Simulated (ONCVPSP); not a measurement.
# An ONCV potential for cobalt, from input to tests

Do these settings give a usable potential? It is generated, then checked for transferability, scattering, ghosts and hardness.

Method: ONCVPSP 4.0.1.1 (patched build), PBEsol, scalar-relativistic.

## (1) The design

The settings as typed:

| Item | Value |
| --- | --- |
| element | cobalt (Co, Z = 27) |
| type | optimised norm-conserving Vanderbilt (ONCV) |
| frozen core | [Ne] |
| valence charge | 17 |
| reference configuration | 3s2 3p6 3d7 (charge +2) |
| partial waves | 3s: rc 1.20 bohr, ncon 4, nbas 7, qcut 13.3 1/bohr, 2 projectors, debl 3.3 Ha; 3p: rc 0.80 bohr, ncon 4, nbas 7, qcut 12 1/bohr, 3 projectors, debl 2.7 Ha; 3d: rc 0.90 bohr, ncon 4, nbas 9, qcut 20.2 1/bohr, 2 projectors, debl 0.3 Ha; f scattering state at 0.39 Ha: rc 1.15 bohr, ncon 4, nbas 8, qcut 8.7 1/bohr, 2 projectors, debl 3.1 Ha |
| local potential | polynomial inside 0.75 bohr (lpopt 4, dvloc0 6 Ha) |
| core correction | Teter function, fcfact 1.5, rcfact 1.55 |

The outer shells as boxes (Hund's rule for the drawing; the calculation is spin-unpolarised):

```
[Ne] core
3s [↑↓]
3p [↑↓][↑↓][↑↓]
3d [↑↓][↑↓][↑ ][↑ ][↑ ]
```

The nodes and maxima of the atom's own shells, from an earlier all-electron run, set the scale for the radii.

All-electron outer shells of the reference configuration (PBEsol, scalar-relativistic, ld1.x):

```csv
shell,level (eV),outermost node (bohr),outermost maximum (bohr)
3s,-121.17,0.31,0.67
3p,-84.56,0.28,0.68
3d,-27.03,–,0.66
4s,-20.73,0.95,2.10
4p,-14.45,1.03,2.50
```

## (2) Generating the potential

File Co.dat:

```
# ATOM AND REFERENCE CONFIGURATION
# atsym  z   nc   nv     iexc    psfile
  Co 27.00    3    3  -116133      upf
#
#   n    l    f
    1    0    2.00
    2    0    2.00
    2    1    6.00
    3    0    2.00
    3    1    6.00
    3    2    7.00
#
# PSEUDOPOTENTIAL AND OPTIMIZATION
# lmax
    3
#
#   l,   rc,      ep,       ncon, nbas, qcut
    0    1.20    0.00    4    7   13.30
    1    0.80    0.00    4    7   12.00
    2    0.90    0.00    4    9   20.20
    3    1.15    0.39    4    8    8.70
#
# LOCAL POTENTIAL
# lloc, lpopt,  rc(5),   dvloc0
    4    4    0.75    6.00
#
# VANDERBILT-KLEINMAN-BYLANDER PROJECTORs
# l, nproj, debl
    0    2    3.30
    1    3    2.70
    2    2    0.30
    3    2    3.10
#
# MODEL CORE CHARGE
# icmod, fcfact, rcfact
    3    1.50    1.55
#
# LOG DERIVATIVE ANALYSIS
# epsh1, epsh2, depsh
   -6.00    5.00    0.04
#
# OUTPUT GRID
# rlmax, drl
    6.00    0.01
#
# TEST CONFIGURATIONS
# ncnf
    4
# nvcnf
#   n    l    f
    4
    3    0    2.00
    3    1    6.00
    3    2    7.00
    4    0    2.00
#
    4
    3    0    2.00
    3    1    6.00
    3    2    7.00
    4    0    1.00
#
    3
    3    0    2.00
    3    1    6.00
    3    2    6.00
#
    4
    3    0    1.00
    3    1    6.00
    3    2    7.00
    4    0    2.00
#
```

Command:

```sh
$ oncvpsp.x < Co.dat > Co.out
```

**Question.** What will these runs give? Wanted: cutoffs for 1 and 0.1 mHa per electron, occupied waves; bound ghosts; GHOST(+) flags; largest test error; largest phase difference near zero energy, channels read; rms error of d²Exc/dn², without and with the model core; projector energies reset by the program.

The runs gave:

| quantity | value |
| --- | --- |
| cutoffs for 1 and 0.1 mHa per electron, occupied waves | 130 Ha and 173 Ha |
| bound ghosts | p at -14698.19 eV |
| GHOST(+) flags | p at 3887 eV |
| largest test error (AE − PS) | -33 meV, for 3s1 3p6 3d7 4s2 |
| largest phase difference near zero energy, channels read | 0.000 rad |
| rms error of d²Exc/dn², without and with the model core | 2.73 and 1.26 mHa |
| projector energies reset by the program | s: -4.453, 0.250 Ha; p: -3.108, 0.250, 2.950 Ha; d: -0.994, 0.250 Ha |

It has a bound ghost (p), a state that the atom doesn't have, and that rules the file out. The worst unpolarised test, 3s1 3p6 3d7 4s2, is off by 33 meV on 84.5 eV; by total energies transferability rates as fair. That test lies far up in energy; among those under 40 eV, nearer to bonding, the largest error is 3.8 meV. The potential is very hard: the looser tolerance needs 130 Ha. At the looser tolerance the 3d wave is the slowest; 3p needs 63 Ha. Near zero energy the phases of the channels with partial waves agree within 0.001 rad. The program also flags highly localised states, GHOST(+) (p). All of this concerns the isolated atom, not yet a solid.
